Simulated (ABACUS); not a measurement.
# MnPt2 under changes of volume

One of the cells (15.408 Å³/atom); the others are scaled copies at fixed shape and fractional positions:

```
Pt Mn
1.0
     2.85840    0.00000    0.00000
    -1.42920    2.47545    0.00000
     0.00000    0.00000    6.53250
Pt Mn
2 1
Direct
  0.66667 0.33333 0.31621
  0.33333 0.66667 0.68379
  0.00000 0.00000 0.00000
```

The cell comes from a database or a generator and needn't be the stable form of this composition.

```yaml
Program: ABACUS 3.10.1
Functional: PBEsol
Potentials_or_basis: PseudoDojo NC SR 0.4.1 PBEsol standard
Cutoff: 1320 eV
Density_cutoff: 5279 eV
Basis: plane waves
k_mesh: 11 × 11 × 4
Occupations: fermi-dirac, width 0.05 eV
Spin: collinear spin, ferromagnetic start
Starting_moments: "[0.0, 0.0, 4.0] μB"
```

```tsv
volume (Å³/atom)	energy over the lowest point (meV/atom)	pressure (GPa)	moment (μB per cell)	largest force (eV/Å)
14.483	0.75	2.3	4.27	0.169
14.791	0.00	-1.8	4.40	0.131
15.099	6.60	-5.5	4.50	0.087
15.408	20.16	-9.0	4.57	0.041
15.716	40.10	-12.1	4.62	0.007
16.024	65.74	-14.8	4.66	0.036
16.332	?	?	?	?
```

Problem. What does the run at 16.332 Å³/atom give?

Solution. Energy over the lowest point 96.42 meV/atom; pressure -17.3 GPa; moment 4.69 μB per cell; largest force 0.077 eV/Å.

Worked out: A Birch-Murnaghan fit of order 3 (a polynomial in V^(-2/3)) to the other rows has its minimum at 14.67 Å³/atom with B0 = V·E''(V) = 190 GPa and B' = 2.9 at fixed shape and positions, which overstates the stiffness. It gives 96.83 meV/atom at 16.332 Å³/atom, against the run's 96.42, and -dE/dV = -17.5 GPa, against -17.3. A parabola through the other rows of the moment, of slope -0.0152 μB per Å³/atom there, extrapolates to 4.66 μB, against the run's 4.69.

Energies are extrapolated to zero smearing.
